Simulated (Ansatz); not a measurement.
# CH₄AlFO₂: up Jacob's ladder to CCSD(T)

One table from this session's results is given with a row withheld; the runs are named, their logs left out.

Program: Ansatz 0.2.0, Gaussian basis. Level of theory: functionals in def2-TZVPP, the program's frozen cores in correlated methods. These are calculated values, not measurements.

Levels to be run: LDA (SPW92), PBE-D4, revPBE-D4, BLYP-D4, r2SCAN-D4, B97M-V, PBE0-D4, B3LYP-D4, r2SCANh-D4, r2SCAN0-D4, HSE06-D4, BHLYP-D4, CAM-B3LYP-D4, LC-ωPBE, ωB97X-V, ωB97M-V, B2PLYP, PBE-QIDH; CCSD(T)/def2-SVP; CCSD(T)/def2-TZVPP; CCSD(T)/def2-QZVPP; extrapolation to the limit; RPA on PBE.

**The geometry**

An earlier PBE0-D4 in a triple-zeta def2 set relaxation fixed the geometry.

SMILES `C[O][Al]([OH])[F]`, 9 atoms, charge 0, spin multiplicity 1.

Atoms are counted from 1 here; the program's logs count them from 0.

Bond lengths: C1–O2 1.400 Å, C1–H6 1.094 Å, C1–H7 1.094 Å, C1–H8 1.096 Å, O2–Al3 1.668 Å, Al3–O4 1.684 Å, Al3–F5 1.642 Å, O4–H9 0.955 Å. Angles: O2–C1–H6 109.8°, O2–C1–H7 109.8°, O2–C1–H8 112.5°, H6–C1–H7 108.0°, H6–C1–H8 108.3°, H7–C1–H8 108.3°, C1–O2–Al3 135.0°, O2–Al3–O4 120.7°, O2–Al3–F5 118.5°, O4–Al3–F5 120.8°, Al3–O4–H9 123.6°.

Set-up of the first run:

Input file in.yaml:

```yaml
crystal:
  periodic: [false, false, false]
  atoms:
    - {symbol: C, position_ang: [0.177462, -1.511210, -0.541463]}
    - {symbol: O, position_ang: [0.677928, -0.204175, -0.589819]}
    - {symbol: Al, position_ang: [0.267258, 1.243956, 0.128594]}
    - {symbol: O, position_ang: [-1.033927, 1.336393, 1.193656]}
    - {symbol: F, position_ang: [1.160467, 2.575606, -0.226649]}
    - {symbol: H, position_ang: [0.956856, -2.194502, -0.190122]}
    - {symbol: H, position_ang: [-0.125304, -1.830237, -1.543631]}
    - {symbol: H, position_ang: [-0.687384, -1.605278, 0.124709]}
    - {symbol: H, position_ang: [-1.304856, 2.143147, 1.627627]}
basis:
  gaussian: {orbitals: def2-TZVPP}
hamiltonian: {xc: lda}
output: {orbitals: {seedname: orbitals}}
```

Started as:

```console
$ ansatz run in.yaml --threads 2 --pin off --events-out ev --progress --plain --max-ram 32768MiB --backend cpu
```

Among the steps run: LDA; PBE-D4 (GGA); revPBE-D4 (GGA); BLYP-D4 (GGA); r2SCAN-D4 (meta-GGA); B97M-V (meta-GGA); B3LYP-D4 (hybrid); r2SCANh-D4 (hybrid); r2SCAN0-D4 (hybrid); HSE06-D4 (hybrid); BHLYP-D4 (hybrid); CAM-B3LYP-D4 (range-separated); LC-ωPBE (range-separated); ωB97X-V (range-separated); ωB97M-V (range-separated); B2PLYP (double hybrid); PBE-QIDH (double hybrid).

One of the session's tables, all rows but one given; the rest of the session is left out.

It belongs to the step «Frontier levels by functional». 

```
  functional  HOMO (eV)  gap (eV)
 LDA (SPW92)      -6.94      5.17
      PBE-D4      -6.78      5.26
   revPBE-D4      -6.72      5.35
     BLYP-D4      -6.70      5.19
   r2SCAN-D4      -7.10      6.10
      B97M-V      -7.19      5.82
     PBE0-D4      -8.35      7.71
    B3LYP-D4          ?         ?
  r2SCANh-D4      -7.69      6.96
  r2SCAN0-D4      -8.58      8.25
    HSE06-D4      -7.94      6.93
    BHLYP-D4      -9.87      9.93
CAM-B3LYP-D4      -9.83     10.02
     LC-ωPBE     -11.19     12.75
     ωB97X-V     -10.84     12.16
     ωB97M-V     -10.77     11.72
```

Q: Estimate the row for B3LYP-D4 from the others.

Worked estimate for «HOMO (eV)». Against the share of exact exchange, BLYP-D4 (0, -6.70), BHLYP-D4 (0.5, -9.87) give a slope of -6.34 per unit share; at 0.2 the line stands at -7.97.

**Answer.** HOMO (eV): -8.11; gap (eV): 7.13. In «HOMO (eV)» the line misses by +0.14.
